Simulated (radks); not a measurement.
# Re in [Kr] 4d10 4f14 5s2 5p4 5d7 6s2: an all-electron calculation

What are the levels of neutral rhenium, how large are its shells, and how does its energy divide?

Method: Dirac Kohn-Sham, LDA (Slater exchange, Perdew-Zunger correlation), spin-unpolarised, spherical densities, point nucleus; open shells are shared between the two j in proportion to 2j + 1. Code: radks (a radial shooting solver on a logarithmic mesh, Libxc functionals) version 1.

### Step 1. Starting point

```
element       : rhenium (Z = 75)
charge        : 0
electrons     : 75
configuration : [Kr] 4d10 4f14 5s2 5p4 5d7 6s2
```

Outer shells as boxes (Hund's rule):

Re
```
[Kr] core
4d [↑↓][↑↓][↑↓][↑↓][↑↓]
4f [↑↓][↑↓][↑↓][↑↓][↑↓][↑↓][↑↓]
5s [↑↓]
5p [↑↓][↑ ][↑ ]
5d [↑↓][↑↓][↑ ][↑ ][↑ ]
6s [↑↓]
```

### Step 2. The calculation

Settings of this run:

```text
Z 75
configuration [Kr] 4d10 4f14 5s2 5p4 5d7 6s2 6p0 7s0 5f0 6d0
relativity Dirac
functional lda,pz
spin unpolarised
j_filling average
nucleus point
c 137.035999084
```

Run with:

```bash
$ python run_ks.py task.json out
```

This one command runs every case of the session in turn.

**Question.** What will this run give?

The runs gave:

| quantity | value |
| --- | --- |
| total energy | -16704.9512 hartree |
| exchange-correlation share of it | 1.93 % |
| −T/E | 1.1308 |
| highest occupied level | 6s1/2, -6.431 eV |
| most extended occupied level | 6s1/2, <r> = 2.97 bohr |
| radius at density 0.001 e/bohr³ | 4.61 bohr |
| maxima of the radial density | 4 |

What this shows: The radial density shows 4 maxima for 6 occupied principal shells; where shells overlap, one shows as a shoulder or not at all. Relativity lifts −T/E to 1.131. This is not the tabulated ground configuration, so its levels and sizes aren't those of the ground state, and no measured value stands beside it.
